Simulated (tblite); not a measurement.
# C5H9FO2Si: the cost of one run

Computed with tblite 0.8.0 and PySCF 2.14.0, with density-fitted response routines of our own, on a single molecule in the gas phase. Atoms count from 0, in the outputs and in this text.

## 1. The starting structure

18 atoms, charge 0, multiplicity 1; geometry from: force field or distance geometry start.

Bonds of the start (Å): C0–C1 1.31, C1–C2 1.48, C1–Si3 1.86, Si3–C4 1.83, C4–F5 1.40, C4–C6 1.50, C6–O7 1.28, C6–O8 1.39, C0–H9 1.10, C0–H10 1.07, C2–H11 1.10, C2–H12 1.12, C2–H13 1.11, Si3–H14 1.46, Si3–H15 1.50, C4–H16 1.11, O8–H17 0.99.

## 2. Optimising the geometry with GFN2-xTB

What the job is given:

```
{"job": {"kind": "relax", "xc": "GFN2-xTB", "basis": "xTB"}, "charge": 0, "multiplicity": 1}
C     -1.282300     1.297200    -0.572700
C     -1.419100     0.028100    -0.267900
C     -2.749300    -0.486800     0.125700
Si     0.051500    -1.109900    -0.297700
C      1.427800    -0.240700    -1.144400
F      2.159400    -1.103400    -1.971800
C      2.451600     0.318800    -0.200600
O      2.327800     0.165700     1.062900
O      3.535800     0.994100    -0.744800
H     -2.195700     1.910700    -0.528100
H     -0.379600     1.783000    -0.864000
H     -3.112200    -1.281900    -0.537300
H     -2.646600    -0.879100     1.173100
H     -3.458200     0.366500     0.117500
H     -0.338200    -2.289700    -1.063100
H      0.353600    -1.448400     1.131600
H      1.008900     0.587900    -1.759600
H      4.256100     1.394200    -0.199800
```

Launch:

```console
$ OMP_NUM_THREADS=1 python probes_run.py task.json out
```

One launch serves the whole session: the jobs run in the order shown.

Q: Estimate the wall time of this first job on 1 thread of Arm Neoverse V2, shared host.

About 1 s.
